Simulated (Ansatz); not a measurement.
# TlCo (element-swapped structure): how the settings move a single-point run

Question: which choices in the input matter for TlCo (element-swapped structure)?

Method: reference: DFT r2SCAN, plane waves, PAW, scalar-relativistic, no spin polarisation, in Ansatz 0.2.0.

### 1 The starting structure

The structure is orthorhombic, space group Cmcm (No. 63). Conventional cell: a = 3.787 Å, b = 10.423 Å, c = 4.319 Å, α = 90.00°, β = 90.00°, γ = 90.00°. Co (site symmetry m2m) is surrounded by 2 Co at 2.63 Å and 7 Tl at 2.90 to 3.02 Å. Tl (site symmetry m2m) has 7 Co at 2.90 to 3.02 Å as nearest neighbours.

Structure file:

```cif
data_structure
_symmetry_space_group_name_H-M 'P 1'
_symmetry_Int_Tables_number 1
_cell_length_a 3.7870
_cell_length_b 5.5448
_cell_length_c 4.3192
_cell_angle_alpha 90.000
_cell_angle_beta 90.000
_cell_angle_gamma 70.032
_cell_volume 85.24
loop_
_atom_site_label
_atom_site_type_symbol
_atom_site_fract_x
_atom_site_fract_y
_atom_site_fract_z
_atom_site_occupancy
Co1 Co 0.07240 0.85520 0.25000 1
Co2 Co 0.92760 0.14480 0.75000 1
Tl1 Tl 0.36178 0.27644 0.25000 1
Tl2 Tl 0.63822 0.72356 0.75000 1
```

### 2 Reference

Contents of input.yaml:

```yaml
crystal:
  lattice:
    - [3.787042, 0.0, 0.0]
    - [1.893521, -5.211422, 0.0]
    - [0.0, 0.0, -4.319208]
  atoms:
    - { symbol: Co, position: [0.0724, 0.8552, 0.25] }
    - { symbol: Co, position: [0.9276, 0.1448, 0.75] }
    - { symbol: Tl, position: [0.36178, 0.27644, 0.25] }
    - { symbol: Tl, position: [0.63822, 0.72356, 0.75] }
  symmetry: { tolerance: 0.0003 }
kpoints:
  mp_grid: { grid: [5, 5, 4], shift: [0, 0, 0] }
magnetization:
  spin_polarized: false
scf:
  occupations: { method: methfessel_paxton, width: 0.0412 }
hamiltonian:
  pseudopotentials: { kind: paw }
  xc: r2scan
basis:
  ecutwfc: 500
output:
  forces: true
  stress: true
  eigenvalues: true
```

Command:

```bash
ansatz run input.yaml --threads 1 --pin off --max-ram 2560MiB --backend cpu --events-out ev --progress --plain --runs-dir out
```

### 3 Changing settings: occupations.method cold, occupations.width 0.001, n_extra_bands 8

Changes to input.yaml since step 2:

```diff
@@ -16,3 +16,4 @@
 scf:
-  occupations: { method: methfessel_paxton, width: 0.0412 }
+  occupations: { method: cold, width: 0.001 }
+  n_extra_bands: 8
 hamiltonian:
```

### 4 Variant: mp_grid.grid [4, 4, 3], xc lda

Changes to input.yaml since step 2:

```diff
@@ -12,3 +12,3 @@
 kpoints:
-  mp_grid: { grid: [5, 5, 4], shift: [0, 0, 0] }
+  mp_grid: { grid: [4, 4, 3], shift: [0, 0, 0] }
 magnetization:
@@ -19,3 +19,3 @@
   pseudopotentials: { kind: paw }
-  xc: r2scan
+  xc: lda
 basis:
@@ -26 +26,5 @@
   eigenvalues: true
+  write_density: true
+  write_potential: true
+  elf: true
+  volumetric_format: npy
```

### 5 Changing settings: mp_grid.grid [3, 3, 3], occupations.method tetrahedron, width left out

Changes to input.yaml since step 2:

```diff
@@ -12,3 +12,3 @@
 kpoints:
-  mp_grid: { grid: [5, 5, 4], shift: [0, 0, 0] }
+  mp_grid: { grid: [3, 3, 3], shift: [0, 0, 0] }
 magnetization:
@@ -16,3 +16,3 @@
 scf:
-  occupations: { method: methfessel_paxton, width: 0.0412 }
+  occupations: { method: tetrahedron }
 hamiltonian:
@@ -26 +26,5 @@
   eigenvalues: true
+  write_density: true
+  write_potential: true
+  elf: true
+  volumetric_format: npy
```

### 6 The same system, input altered

Changes to input.yaml since step 2:

```diff
@@ -16,3 +16,4 @@
 scf:
-  occupations: { method: methfessel_paxton, width: 0.0412 }
+  occupations: { method: fixed }
+  max_iter: 50
 hamiltonian:
```

(Steps that only read results are left out.)

Before running it: what results should come out? Wanted: for each run, ending; energy change; pressure; gap; force.

**Answer**, as computed:

| run | ending | energy change | pressure (GPa) | gap (eV) | force (eV/Å) | cycles | time |
| --- | --- | --- | --- | --- | --- | --- | --- |
| reference | converged | 0 | -13.9 | 0.00 | 0.70 | 12 | 11 s |
| 1: occupations.method cold, occupations.width 0.001, n_extra_bands 8 | converged | +0.1 meV/atom (σ→0) | -13.9 | 0.00 | 0.69 | 10 | 9.4 s |
| 2: mp_grid.grid [4, 4, 3], xc lda | converged | not comparable | -17.7 | 0.00 | 0.77 | 9 | 2.9 s |
| 3: mp_grid.grid [3, 3, 3], occupations.method tetrahedron, width left out | converged | -11.5 meV/atom (σ→0) | -13.7 | 0.00 | 0.88 | 11 | 5.4 s |
| 4: occupations.method fixed, width left out | converged | +2.1 meV/atom (σ→0) | -13.8 | 0.00 | 0.75 | 10 | 9.7 s |

Times don't compare one to one where runs were asked for different outputs or read a saved state (see the inputs); cycles may leave out searches for a lower state.

Residual by cycle in the longest SCF loop of each run; runs are numbered as in the table. The quantity is the density residual dr2, in eV.

| cycle | reference | run 1 | run 2 | run 3 | run 4 |
| --- | --- | --- | --- | --- | --- |
| 1 | 0.65 | 0.662 | 0.0898 | 0.43 | 0.592 |
| 2 | 1.22 | 1.26 | 0.0179 | 0.846 | 1.65 |
| 3 | 0.0117 | 0.0103 | 0.00492 | 0.0147 | 0.146 |
| 4 | 0.00435 | 0.00257 | 0.00139 | 0.0175 | 0.00313 |
| 5 | 0.00192 | 0.00189 | 2.2e-4 | 9.5e-4 | 4.8e-4 |
| 6 | 1.0e-4 | 8.5e-4 | 4.9e-5 | 6.6e-4 | 8.5e-4 |
| 7 | 3.6e-4 | 5.0e-5 | 6.9e-6 | 5.3e-5 | 7.2e-5 |
| 8 | 3.9e-5 | 5.9e-5 | 4.9e-7 | 1.6e-4 | 8.7e-5 |
| 9 | 1.6e-6 | 3.8e-6 | 3.9e-8 | 1.3e-5 | 1.8e-7 |
| 10 | 2.9e-7 | 2.0e-8 | - | 4.6e-7 | 3.6e-8 |
| 11 | 2.0e-7 | - | - | 8.4e-8 | - |
| 12 | 7.7e-8 | - | - | - | - |

Of the converged runs whose energies compare with the reference's, «mp_grid.grid [3, 3, 3], occupations.method tetrahedron, width left out» moves the energy most (-11.5 meV/atom) and «occupations.method cold, occupations.width 0.001, n_extra_bands 8» least (+0.1 meV/atom). Run 4 forced a fixed filling on bands that overlap, as the log warns, so it is not on the ground state. The structure is not at rest: the sound run finds -14 GPa, so these are no properties of the relaxed crystal. The reference leaves spin out although Co can carry a moment, so its state need not be the lowest.

The reference has limits of its own: its mesh is coarse for a cell with so small a gap or none; the structure is made up and not relaxed.
